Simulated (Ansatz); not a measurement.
# GeNH2 (doublet): wave-function methods side by side at angle N2–Ge1–H3 = 91.8°, cc-pVDZ

One table from this session's results is given with a row withheld; the runs are named, their logs left out.

Program: Ansatz 0.2.0, Gaussian basis. Level of theory: cc-pVDZ, core rule «outside noble gas», up to 15 orbitals frozen. These are calculated values, not measurements.

To be run: UHF; CCSD(T) on ROHF; CCSD(T) on UHF; BCCD(T) on ROHF; CISD; CCSDT(Q) on ROHF; CCSDT(Q) on UHF; CASSCF and MRCISD+Q, 3 electrons in 3 orbitals; CASSCF and NEVPT2, 3 electrons in 3 orbitals.

28 further runs of the same task are left out: 1 for a mislabelled method, 12 for a known fault of the program, 12 that didn't finish, 3 set aside as unsound or not needed.

## The system

The geometry derives from a PBE0/def2-TZVP stationary point (not a proven minimum). One angle is set to the value named; bond lengths are kept. No spin-orbit coupling is included. The filled d shell of Ge may be among the frozen orbitals whatever the setting's name suggests; the logs give the count.

4 atoms, charge 0, spin multiplicity 2.

Atoms are counted from 1 here; the program's logs count them from 0.

Bond lengths: Ge1–N2 1.713 Å, Ge1–H3 1.581 Å, N2–H4 1.013 Å. Angles: N2–Ge1–H3 91.8°, Ge1–N2–H4 127.4°.

The first run:

in.yaml reads:

```yaml
crystal:
  periodic: [false, false, false]
  atoms:
    - {symbol: Ge, position_ang: [0.000000, -0.088448, 0.283117]}
    - {symbol: N, position_ang: [0.000000, 0.373533, -1.366190]}
    - {symbol: H, position_ang: [0.000000, 1.419768, 0.757148]}
    - {symbol: H, position_ang: [0.000000, -0.236230, -2.175657]}
basis:
  gaussian: {orbitals: cc-pVDZ}
magnetization: {spin_polarized: true, initial_magnetization: 1}
hamiltonian: {xc: hf}
output: {orbitals: {seedname: orbitals}}
```

The run is started by

```console
ansatz run in.yaml --threads 1 --pin off --events-out ev --progress --plain --max-ram 2393MiB
```

Steps of the session up to this table: UHF; CCSD(T) on ROHF; CCSD(T) on UHF; BCCD(T) on ROHF; CISD; CCSDT(Q) on ROHF; CCSDT(Q) on UHF; CASSCF and MRCISD+Q, 3 electrons in 3 orbitals; CASSCF and NEVPT2, 3 electrons in 3 orbitals.

One table of the session follows, with a row left open; its other results are not shown here.

It belongs to the step «Misses and costs». 

```
       method  from RCCSDT(Q) (kcal/mol)
         ROHF                    +179.56
          UHF                    +174.51
         RMP2                     +34.43
         UMP2                     +32.86
        RCCSD                      +9.09
        UCCSD                      +8.95
     RCCSD(T)                      +2.39
     UCCSD(T)                      +2.44
      BCCD(T)                      +1.90
       RCCSDT                      +1.00
       UCCSDT                      +0.99
    RCCSDT(Q)                          0
    UCCSDT(Q)                      -0.04
  CASSCF pair                    +168.02
  NEVPT2 pair                     +31.78
  MRCISD pair                     +24.30
MRCISD+Q pair                          ?
```

**Question.** Estimate the row for MRCISD+Q pair.

**Answer.** from RCCSDT(Q) (kcal/mol): +6.38. In the column «from RCCSDT(Q) (kcal/mol)» it lies between UCCSD(T) (+2.44) and UCCSD (+8.95).

Not comparable, so not listed: CISD (they don't share determinant, frozen orbitals or solution with the rows shown, or repeat one).

To keep in mind: Restricted and unrestricted rows rest on different reference determinants; where their highest levels disagree by more than a few hundredths of an eV, they describe different states and don't form one ladder.
